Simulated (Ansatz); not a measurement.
Runs of Ansatz 0.2.0 on NaY. It takes space group Pm-3m (No. 221, cubic). The conventional cell has a = 4.012 Å, b = 4.012 Å, c = 4.012 Å, α = 90.00°, β = 90.00°, γ = 90.00°. Na (site symmetry m-3m) is surrounded by 8 Y at 3.47 Å. Y (site symmetry m-3m) has 8 Na at 3.47 Å as nearest neighbours. The cell was built by a generator and needn't be a form met in nature.

```tsv
level	cutoff (eV)	gap on the mesh (eV)	pressure (GPa)
BLYP	420	none	(a)
LDA	420	none	-2.2
RPBE	420	none	1.2
PBEsol	420	none	(b)
r2SCAN	500	none	0.3
revPBE	420	none	0.9
```

Alike in all rows: task band structure; potentials or basis Ansatz PAW; no spin polarisation; cell as given; k mesh 7 × 7 × 7; smearing fermi-dirac 0.05 eV.

**Question.** Fill in the values left out.

**Answer.** (a) 0.5; (b) -0.9.

Caveats: the PAW data sets come from PBE, with cores solved anew for the run's functional, which leaves a small shift of forces and pressure.

A k mesh can miss the band edges, and the runs leave out spin-orbit coupling on Y.

A gap of «none» marks a metal or a gap under the smearing width.

Runs at the PBE level aren't shown here.
